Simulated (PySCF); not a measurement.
# HgH: changing the method

What do other methods print for HgH?

Computed with PySCF 2.14.0. Level: method and basis as typed in the scripts.

3 further runs of the same task are left out: 1 for a known fault of the program, 2 that didn't finish.

## 1. The starting structure

HgH: 2 atoms, charge 0, spin multiplicity 2.

Bond lengths: Hg1–H2 1.695 Å.

## 2. Base script

Input file input.py:

```python
from pyscf import gto, scf, mp

mol = gto.M(
    atom='Hg 0 0 0; H 0 0 1.695',
    basis='jorge-dzp-dkh',
    charge=0,
    spin=1,
    verbose=4,
)
mf = scf.UHF(mol)
mf = mf.sfx2c1e()
mf.kernel()
mp.MP2(mf, frozen=23).kernel()
mf.dip_moment()
print('orbital energies (hartree):', [e[max(0, n-3):n+3].round(4) for e, n in zip(mf.mo_energy, mol.nelec)])
```

Command:

```
$ OMP_NUM_THREADS=1 python input.py
```

Its log is not repeated here.

In short: E(SCF) = -19592.719372 Eh, 11 cycles, E(MP2) − E(SCF) = -0.43597 Eh, ⟨S²⟩ = 0.765, μ = 1.18 D (of the SCF density).

The bond length is a typed value, not an optimised one.

## 3. ROHF

Edit 1 changes SCF type: UHF → ROHF.

Input file input.py:

```python
from pyscf import gto, scf, mp

mol = gto.M(
    atom='Hg 0 0 0; H 0 0 1.695',
    basis='jorge-dzp-dkh',
    charge=0,
    spin=1,
    verbose=4,
)
mf = scf.ROHF(mol)
mf = mf.sfx2c1e()
mf.kernel()
mp.MP2(mf, frozen=23).kernel()
mf.dip_moment()
print('orbital energies (hartree):', mf.mo_energy[..., max(0, mol.nelec[1]-3):mol.nelec[0]+3].round(4))
```

Command:

```
$ OMP_NUM_THREADS=1 python input.py
```

## 4. TDA

Edit 2 changes step after the SCF: mp2 → tda; number of roots: none → 6.

input.py: that of step 2 with these lines changed.

```diff
@@ -1,2 +1,2 @@
-from pyscf import gto, scf, mp
+from pyscf import gto, scf, tdscf
 
@@ -12,3 +12,6 @@
 mf.kernel()
-mp.MP2(mf, frozen=23).kernel()
+td = tdscf.TDA(mf)
+td.nstates = 6
+td.kernel()
+td.analyze()
 mf.dip_moment()
```

## 5. CASCI (ROHF)

Edit 3 changes step after the SCF: mp2 → casci; SCF type: UHF → ROHF; active space: none → 7 electrons in 8 orbitals.

Input file input.py:

```python
from pyscf import gto, scf, mcscf

mol = gto.M(
    atom='Hg 0 0 0; H 0 0 1.695',
    basis='jorge-dzp-dkh',
    charge=0,
    spin=1,
    verbose=4,
)
mf = scf.ROHF(mol)
mf = mf.sfx2c1e()
mf.kernel()
mc = mcscf.CASCI(mf, 8, 7)
mc.kernel()
mc.analyze()
mf.dip_moment()
print('orbital energies (hartree):', mf.mo_energy[..., max(0, mol.nelec[1]-3):mol.nelec[0]+3].round(4))
```

What does the calculation give? Wanted: for each run, E(SCF); from base; gap, α spin; SCF dipole; after the SCF.

As calculated:

```csv
run,E(SCF) (hartree),from base (eV),cycles,"gap, α spin (eV)",SCF dipole (D),after the SCF
base,-19592.719372,0,11,8.39,1.18,"MP2 correlation -11.863 eV, core frozen"
ROHF,-19592.715182,+0.1140,10,n/a,1.37,"MP2 correlation -11.938 eV, core frozen"
TDA,-19592.719372,0.0000,11,8.39,1.18,lowest root found 3.80 eV
CASCI (ROHF),-19592.715182,+0.1140,10,n/a,1.37,CASCI correlation -0.134 eV
```

Total energies from different bases, Hamiltonians or methods carry different errors, so properties are taken as differences within one set-up.
